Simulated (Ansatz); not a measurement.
# CH2BrIO2: how energies converge with the basis set

An exercise on one series of results from a longer session: the logs are not shown, and one member is left open.

Computed with Ansatz 0.2.0, Gaussian basis. Level: one geometry, several basis sets.

Levels to be run: PBE0-D4/def2-SVP; ωB97M-V/def2-SVP; PBE0-D4/def2-QZVPP; ωB97M-V/def2-QZVPP; the functionals' def2-TZVPP values are taken from earlier runs.

**Structure used throughout**

All runs share one geometry, relaxed beforehand with PBE0-D4 in a triple-zeta def2 set. I takes the def2 core potential; no spin-orbit term is included.

SMILES `OC(O)(Br)I`, 7 atoms, charge 0, spin multiplicity 1.

Atoms are counted from 1 here; the program's logs count them from 0.

Bond lengths: O1–C2 1.361 Å, O1–H6 0.968 Å, C2–O3 1.362 Å, C2–Br4 1.961 Å, C2–I5 2.178 Å, O3–H7 0.967 Å. Angles: C2–O1–H6 107.7°, O1–C2–O3 113.9°, O1–C2–Br4 111.5°, O1–C2–I5 104.9°, O3–C2–Br4 105.0°, O3–C2–I5 111.9°, Br4–C2–I5 109.8°, C2–O3–H7 107.6°.

The first run:

in.yaml reads:

```yaml
crystal:
  periodic: [false, false, false]
  atoms:
    - {symbol: O, position_ang: [-0.717218, 0.148395, 0.988008]}
    - {symbol: C, position_ang: [-0.052253, 0.130803, -0.199842]}
    - {symbol: O, position_ang: [0.900900, -0.838974, -0.283810]}
    - {symbol: Br, position_ang: [-1.265899, -0.219578, -1.699505]}
    - {symbol: I, position_ang: [0.800981, 2.125828, -0.393395]}
    - {symbol: H, position_ang: [-1.133771, -0.717988, 1.104659]}
    - {symbol: H, position_ang: [1.528460, -0.696587, 0.438086]}
basis:
  gaussian: {orbitals: def2-SVP}
hamiltonian: {xc: pbe0, dispersion: d4}
output: {orbitals: {seedname: orbitals}}
```

Command:

```bash
$ ansatz run in.yaml --threads 4 --pin off --events-out ev --progress --plain --max-ram 10444MiB
```

Among the steps run: PBE0-D4 in def2-SVP; ωB97M-V in def2-SVP; PBE0-D4 in def2-QZVPP; ωB97M-V in def2-QZVPP.

One table of the session follows, with a row left open; its other results are not shown here.

It belongs to the step «Density functionals: the series». 

| functional | basis | HOMO (eV) | LUMO (eV) |
| --- | --- | --- | --- |
| PBE0-D4 | def2-SVP | -7.38 | -1.58 |
| PBE0-D4 | def2-TZVPP | -7.52 | -1.76 |
| PBE0-D4 | def2-QZVPP | -7.54 | -1.83 |
| ωB97M-V | def2-SVP | -9.52 | 0.53 |
| ωB97M-V | def2-TZVPP | -9.67 | 0.24 |
| ωB97M-V | def2-QZVPP | ? | ? |

**Question.** Estimate the row for ωB97M-V, def2-QZVPP.

The run gave: HOMO (eV): -9.71; LUMO (eV): 0.14. In the column «HOMO (eV)» it is the lowest.
